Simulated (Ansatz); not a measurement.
# NdTe: the cost of one run

Computed with Ansatz 0.2.0 (DFT LDA+U (U_eff = 3 eV on Nd f), plane waves, PAW, no spin–orbit coupling unless a run says so, unless a step's input says otherwise).

2 further runs of the same task are left out: 2 that didn't finish.

**1. The structure to begin with**

Symmetry: P-6m2, No. 187, hexagonal system. The conventional cell has a = 4.199 Å, b = 4.199 Å, c = 4.098 Å, α = 90.00°, β = 90.00°, γ = 120.00°. Around Nd (site symmetry -6m2) lie 6 Te at 3.17 Å. Te (site symmetry -6m2) has 6 Nd at 3.17 Å as nearest neighbours.

As a file:

```cif
data_structure
_symmetry_space_group_name_H-M 'P-6m2'
_symmetry_Int_Tables_number 187
_cell_length_a 4.1986
_cell_length_b 4.1986
_cell_length_c 4.0976
_cell_angle_alpha 90.000
_cell_angle_beta 90.000
_cell_angle_gamma 120.000
_cell_volume 62.55
loop_
_atom_site_label
_atom_site_type_symbol
_atom_site_symmetry_multiplicity
_atom_site_Wyckoff_symbol
_atom_site_fract_x
_atom_site_fract_y
_atom_site_fract_z
_atom_site_occupancy
Nd1 Nd 1 a 0.00000 0.00000 0.00000 1
Te1 Te 1 f 0.66667 0.33333 0.50000 1
```

An earlier series on this cell reached its lowest free state from «ferromagnetic start, free, natural orbitals of the symmetric run filled by rank», perhaps among other starts.

**2. No spin polarisation**

File input.yaml:

```yaml
crystal:
  lattice:
    - [4.19856012, 0.0, 0.0]
    - [-2.09928006, 3.63605973, 0.0]
    - [0.0, 0.0, 4.09758667]
  atoms:
    - { symbol: Nd, position: [0.0, 0.0, 0.0] }
    - { symbol: Te, position: [0.6666666667, 0.3333333333, 0.5] }
basis:
  ecutwfc: 420
  ecutrho_ratio: 4
kpoints:
  mp_grid: { grid: [5, 5, 5] }
hamiltonian:
  xc: lda
  hubbard: { sites: [{ site: 0, l: f, u_eff: 3.0 }] }
scf:
  occupations: { method: gaussian, width: 0.05 }
  lower_state_search: "off"
  max_iter: 150
output:
  forces: true
  stress: true
  eigenvalues: true
  populations: true
  hubbard: { sites: [{ site: 0, l: f }] }
```

Run with:

```sh
$ ansatz run input.yaml --threads 2 --pin off --max-ram 3072MiB --backend cpu --events-out ev --progress --plain --runs-dir out
```

What time and memory should one allow on 2 threads of Arm Neoverse N1, shared host?

About 7.5 s, with a peak of 0.35 GiB.
